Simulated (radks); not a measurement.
# Nuclear size and the levels of Tm

The task here is to estimate one member of a computed series from the others.

Method: Dirac Kohn-Sham, LDA (Slater exchange, Perdew-Wang correlation), spin-unpolarised, spherical densities, finite nucleus; open shells fill j = l - 1/2 first. Code: radks (a radial shooting solver on a logarithmic mesh, Libxc functionals) version 1.

### What is computed

```
element            : thulium (Z = 69)
charge             : 0
electrons          : 69
configuration      : [Xe] 4f13 6s2
nuclear rms radius : 5.2256 fm
```

The first run:

Input:

```text
Z 69
configuration [Xe] 4f13 6s2 5d0 6p0
relativity Dirac
functional lda,pw
spin unpolarised
j_filling energy
nucleus finite rms 5.2256 fm
c 137.035999084
```

Among the steps run: rms radius 5.2256 fm.

One table of the session follows, with a row left open; its other results are not shown here.

It belongs to the step «rms radius 5.2256 fm». From the orbitals of this run (lengths in bohr):

| level | <r> | outermost maximum (interpolated) | 90 % within | nodes |
| --- | --- | --- | --- | --- |
| 5p3/2 | 1.513 | 1.28 | 2.25 | 3 |
| 6s1/2 | 3.918 | 3.27 | 5.85 | 5 |
| 4f5/2 | 0.7986 | 0.492 | 1.40 | 0 |
| 4f7/2 | ? | ? | ? | ? |
| 6p1/2 | 5.430 | 4.42 | 8.26 | 4 |
| 6p3/2 | 5.882 | 4.80 | 8.93 | 4 |
| 5d3/2 | 3.466 | 2.06 | 6.05 | 2 |
| 5d5/2 | 3.705 | 2.17 | 6.48 | 2 |

**Question.** Estimate the row for 4f7/2.

**Answer.** <r>: 0.8238; outermost maximum (interpolated): 0.498; 90 % within: 1.45; nodes: 0. In the column «<r>» it lies between 4f5/2 (0.7986) and 5p3/2 (1.513).
